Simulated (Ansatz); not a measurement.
Below is the output of a Python script on Ansatz 0.2.0 through its Python package that makes a geometry optimisation of C3H7BS, SMILES C=CBSC. Write a script that gives it. Settings: PBE0, 6-31G* basis, multiplicity 1.

| atom | x (Å) | y (Å) | z (Å) |
| --- | --- | --- | --- |
| C | -1.6483 | 1.0193 | 0.4780 |
| C | -1.5792 | -0.2784 | 0.1691 |
| B | -0.2764 | -1.1340 | 0.3732 |
| S | 1.3125 | -0.3962 | 1.0869 |
| C | 1.9682 | 0.0996 | -0.5366 |
| H | -0.7990 | 1.5549 | 0.8903 |
| H | -2.5731 | 1.5632 | 0.3158 |
| H | -2.4540 | -0.7714 | -0.2426 |
| H | -0.2876 | -2.2753 | 0.0694 |
| H | 2.9559 | 0.5837 | -0.3935 |
| H | 2.0982 | -0.7908 | -1.1871 |
| H | 1.2828 | 0.8254 | -1.0228 |

```console
$ python c3h7bs.py
step   1  E = -14726.826363 eV  largest force component 1.1013 eV/A
step   2  E = -14726.884848 eV  largest force component 0.4273 eV/A
step   3  E = -14726.918726 eV  largest force component 0.2413 eV/A
step   4  E = -14726.993915 eV  largest force component 0.6169 eV/A
step   5  E = -14727.095922 eV  largest force component 0.8977 eV/A
step   6  E = -14727.225695 eV  largest force component 0.7570 eV/A
step   7  E = -14727.361132 eV  largest force component 0.7094 eV/A
step   8  E = -14727.464178 eV  largest force component 0.6501 eV/A
step   9  E = -14727.540151 eV  largest force component 0.3483 eV/A
step  10  E = -14727.580265 eV  largest force component 0.2975 eV/A
step  11  E = -14727.580850 eV  largest force component 0.2511 eV/A
step  12  E = -14727.596458 eV  largest force component 0.1283 eV/A
step  13  E = -14727.596435 eV  largest force component 0.1528 eV/A
step  14  E = -14727.600071 eV  largest force component 0.0695 eV/A
step  15  E = -14727.600638 eV  largest force component 0.0532 eV/A
step  16  E = -14727.600668 eV  largest force component 0.0296 eV/A
step  17  E = -14727.601305 eV  largest force component 0.0166 eV/A
step  18  E = -14727.600988 eV  largest force component 0.1218 eV/A
step  19  E = -14727.600437 eV  largest force component 0.0679 eV/A
step  20  E = -14727.601511 eV  largest force component 0.0205 eV/A
step  21  E = -14727.601587 eV  largest force component 0.0993 eV/A
step  22  E = -14727.601713 eV  largest force component 0.0628 eV/A
step  23  E = -14727.602143 eV  largest force component 0.0081 eV/A
step  24  E = -14727.602327 eV  largest force component 0.0253 eV/A
step  25  E = -14727.602473 eV  largest force component 0.0517 eV/A
step  26  E = -14727.602598 eV  largest force component 0.0392 eV/A
step  27  E = -14727.602774 eV  largest force component 0.0187 eV/A
step  28  E = -14727.602825 eV  largest force component 0.0135 eV/A
step  29  E = -14727.602799 eV  largest force component 0.0346 eV/A
step  30  E = -14727.602877 eV  largest force component 0.0082 eV/A
step  31  E = -14727.602885 eV  largest force component 0.0137 eV/A
step  32  E = -14727.602902 eV  largest force component 0.0044 eV/A
E = -14727.602923 eV = -541.2294247 Ha
converged: True  doubts: none
pair        before    after (A)
C0-C1        1.3357   1.3412
C0-H5        1.0854   1.0887
C0-H6        1.0851   1.0887
C1-B2        1.5719   1.5490
C1-H7        1.0853   1.0919
B2-S3        1.8916   1.7830
B2-H8        1.1811   1.2001
S3-C4        1.8198   1.8198
C4-H9        1.1092   1.0923
C4-H10       1.1103   1.0916
C4-H11       1.1104   1.0925
final angle C1-C0-H5: 121.58 deg
final angle C1-C0-H6: 122.43 deg
final angle C0-C1-B2: 124.68 deg
final angle C0-C1-H7: 117.26 deg
final angle H5-C0-H6: 115.98 deg
final angle B2-C1-H7: 117.95 deg
final angle C1-B2-S3: 120.20 deg
final angle C1-B2-H8: 121.74 deg
final angle S3-B2-H8: 118.06 deg
final angle B2-S3-C4: 104.61 deg
final angle S3-C4-H9: 108.72 deg
final angle S3-C4-H10: 110.20 deg
final angle S3-C4-H11: 109.85 deg
final angle H9-C4-H10: 109.51 deg
final angle H9-C4-H11: 109.01 deg
final angle H10-C4-H11: 109.53 deg
```

The script that was run (others could print the same):

The script, `c3h7bs.py`:
```python
# -*- coding: utf-8 -*-
import itertools

import ansatz as az
from ase.data import atomic_numbers, covalent_radii
import numpy as np

geometry_ang = [
    ("C", [-1.6483, 1.0193, 0.478]),
    ("C", [-1.5792, -0.2784, 0.1691]),
    ("B", [-0.2764, -1.134, 0.3732]),
    ("S", [1.3125, -0.3962, 1.0869]),
    ("C", [1.9682, 0.0996, -0.5366]),
    ("H", [-0.799, 1.5549, 0.8903]),
    ("H", [-2.5731, 1.5632, 0.3158]),
    ("H", [-2.454, -0.7714, -0.2426]),
    ("H", [-0.2876, -2.2753, 0.0694]),
    ("H", [2.9559, 0.5837, -0.3935]),
    ("H", [2.0982, -0.7908, -1.1871]),
    ("H", [1.2828, 0.8254, -1.0228]),
]
mol = az.Crystal.molecule()
for symbol, xyz in geometry_ang:
    mol = mol.atom(symbol, xyz)

calc = mol.calculation().basis(gaussian="6-31G*").functional("PBE0")
symbols = [site.symbol for site in mol.cartesian_sites]
start = np.array([site.position_ang for site in mol.cartesian_sites], dtype=float)
def progress(event):
    if event["event"] == "relax_step":
        row = event["data"]
        print(f"step {row['step']:3d}  E = {row['lagrangian_ev']:.6f} eV  largest force component {row['allowed_force_max_ev_ang']:.4f} eV/A")


r = calc.relax(force_tolerance=0.005).session().plan().execute(on_event=progress).report
end = np.array(r["positions_ang"])

print(f"E = {r['free_energy_ev']:.6f} eV = {r['free_energy_ev'] / 27.211386246:.7f} Ha")
print("converged:", r["converged"], " doubts:", r["published_state_doubts"] or "none")

radius = [covalent_radii[atomic_numbers[s]] for s in symbols]
span = lambda where, i, j: np.linalg.norm(where[i] - where[j])
bonded = [(i, j) for i, j in itertools.combinations(range(len(symbols)), 2) if min(span(start, i, j), span(end, i, j)) < 1.2 * (radius[i] + radius[j])]
print("pair        before    after (A)")
for i, j in bonded:
    print(f"{symbols[i]}{i}-{symbols[j]}{j}".ljust(10), f"{span(start, i, j):8.4f} {span(end, i, j):8.4f}")
for first, second in list(itertools.combinations(bonded, 2)):
    shared = set(first) & set(second)
    if shared and symbols[(j := shared.pop())] != "H":
        i, k = sorted((set(first) | set(second)) - {j})
        u, v = end[i] - end[j], end[k] - end[j]
        angle = np.degrees(np.arccos(np.clip(u @ v / np.linalg.norm(u) / np.linalg.norm(v), -1, 1)))
        print(f"final angle {symbols[i]}{i}-{symbols[j]}{j}-{symbols[k]}{k}: {angle:.2f} deg")
```

Caveats:
- Total energies depend on the basis set; only differences at equal settings carry meaning.
- The end point is the stationary point reached from this start; no frequency run checks that it is a minimum, and the basis set is modest.
- The whole script took 2.1 min on 1 thread of Arm Neoverse V2, with other jobs on the host, peak memory 0.27 GiB.

(A comment or docstring line of the script was reworded after the run, the code is as it ran; lines on the test bed's own set-up are left out of the output.)
